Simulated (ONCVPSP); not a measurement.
**An ONCV potential for gallium, from input to tests**

Do these settings give a usable potential? It is generated, then checked for transferability, scattering, ghosts and hardness.

Method: ONCVPSP 4.0.1.1 (patched build), PBE, scalar-relativistic.

### 1 The atom and the settings

Typed settings, in words:

```json
{"element": "gallium (Ga, Z = 31)", "type": "optimised norm-conserving Vanderbilt (ONCV)", "frozen core": "[Ne]", "valence charge": "21", "reference configuration": "3s2 3p6 3d10 4s2 4p1", "partial waves": "3s+4s: rc 1.15 bohr, ncon 4, nbas 7, qcut 7.6 1/bohr, 3 projectors, debl 2.4 Ha; 3p+4p: rc 1.00 bohr, ncon 4, nbas 9, qcut 16.8 1/bohr, 2 projectors; 3d: rc 1.40 bohr, ncon 3, nbas 8, qcut 13.2 1/bohr, 2 projectors, debl 2.2 Ha", "local potential": "polynomial inside 0.70 bohr (lpopt 5, dvloc0 3 Ha)", "core correction": "Teter function, fcfact 3.5, rcfact 1.45"}
```

The outer shells as boxes (Hund's rule for the drawing; the calculation is spin-unpolarised):

```
[Ne] core
3s [↑↓]
3p [↑↓][↑↓][↑↓]
3d [↑↓][↑↓][↑↓][↑↓][↑↓]
4s [↑↓]
4p [↑ ][  ][  ]
```

An earlier all-electron run gives the scale for the radii.

All-electron outer shells of the reference configuration (PBE, scalar-relativistic, ld1.x):

| shell | level (eV) | outermost node (bohr) | outermost maximum (bohr) |
| --- | --- | --- | --- |
| 2s | -1262.33 | 0.07 | 0.18 |
| 2p | -1098.84 | – | 0.15 |
| 3s | -148.13 | 0.27 | 0.56 |
| 3p | -98.86 | 0.24 | 0.56 |
| 3d | -19.15 | – | 0.53 |
| 4s | -8.95 | 0.81 | 1.90 |
| 4p | -2.58 | 0.87 | 2.53 |

### 2 The generation run

The input, Ga.dat:

```
# ATOM AND REFERENCE CONFIGURATION
# atsym  z   nc   nv     iexc    psfile
  Ga 31.00    3    5        4      upf
#
#   n    l    f
    1    0    2.00
    2    0    2.00
    2    1    6.00
    3    0    2.00
    3    1    6.00
    3    2   10.00
    4    0    2.00
    4    1    1.00
#
# PSEUDOPOTENTIAL AND OPTIMIZATION
# lmax
    2
#
#   l,   rc,      ep,       ncon, nbas, qcut
    0    1.15    0.00    4    7    7.60
    1    1.00    0.00    4    9   16.80
    2    1.40    0.00    3    8   13.20
#
# LOCAL POTENTIAL
# lloc, lpopt,  rc(5),   dvloc0
    4    5    0.70    3.00
#
# VANDERBILT-KLEINMAN-BYLANDER PROJECTORs
# l, nproj, debl
    0    3    2.40
    1    2    1.80
    2    2    2.20
#
# MODEL CORE CHARGE
# icmod, fcfact, rcfact
    3    3.50    1.45
#
# LOG DERIVATIVE ANALYSIS
# epsh1, epsh2, depsh
   -7.00    5.00    0.04
#
# OUTPUT GRID
# rlmax, drl
    6.00    0.01
#
# TEST CONFIGURATIONS
# ncnf
    4
# nvcnf
#   n    l    f
    5
    3    0    2.00
    3    1    6.00
    3    2   10.00
    4    0    2.00
    4    1    0.00
#
    5
    3    0    2.00
    3    1    6.00
    3    2   10.00
    4    0    1.00
    4    1    0.00
#
    5
    3    0    2.00
    3    1    6.00
    3    2   10.00
    4    0    0.00
    4    1    0.00
#
    5
    3    0    2.00
    3    1    6.00
    3    2    9.00
    4    0    0.00
    4    1    0.00
#
```

Run with:

```bash
$ oncvpsp.x < Ga.dat > Ga.out
```

Q: Predict the outcome of this session. Wanted: cutoffs for 1 and 0.1 mHa per electron, occupied waves; bound ghosts; GHOST(+) flags; largest test error; largest phase difference near zero energy, channels read; rms error of d²Exc/dn², without and with the model core.

As calculated:

| quantity | value |
| --- | --- |
| cutoffs for 1 and 0.1 mHa per electron, occupied waves | 62 Ha and 69 Ha |
| bound ghosts | none found |
| GHOST(+) flags | s at 1065 eV, s at 4076 eV |
| largest test error (AE − PS) | -1.3 meV, for 3s2 3p6 3d10 4s1 4p0 (2 tests unsolved) |
| largest phase difference near zero energy, channels read | 0.000 rad |
| rms error of d²Exc/dn², without and with the model core | 3.34 and 1.15 mHa |

In words: By total energies transferability is very good where solved: the largest error is 1.3 meV on 26.8 eV, for 3s2 3p6 3d10 4s1 4p0. Of the tests 2 gave no usable energy difference, which is a warning in itself. It counts as hard, with 62 Ha needed at the looser tolerance. It is free of bound ghosts as far as tested. Near zero energy the phases of the channels with partial waves agree within 0.001 rad. The program also flags highly localised states, GHOST(+) (s). These are tests on the free atom; a crystal test is still owed.
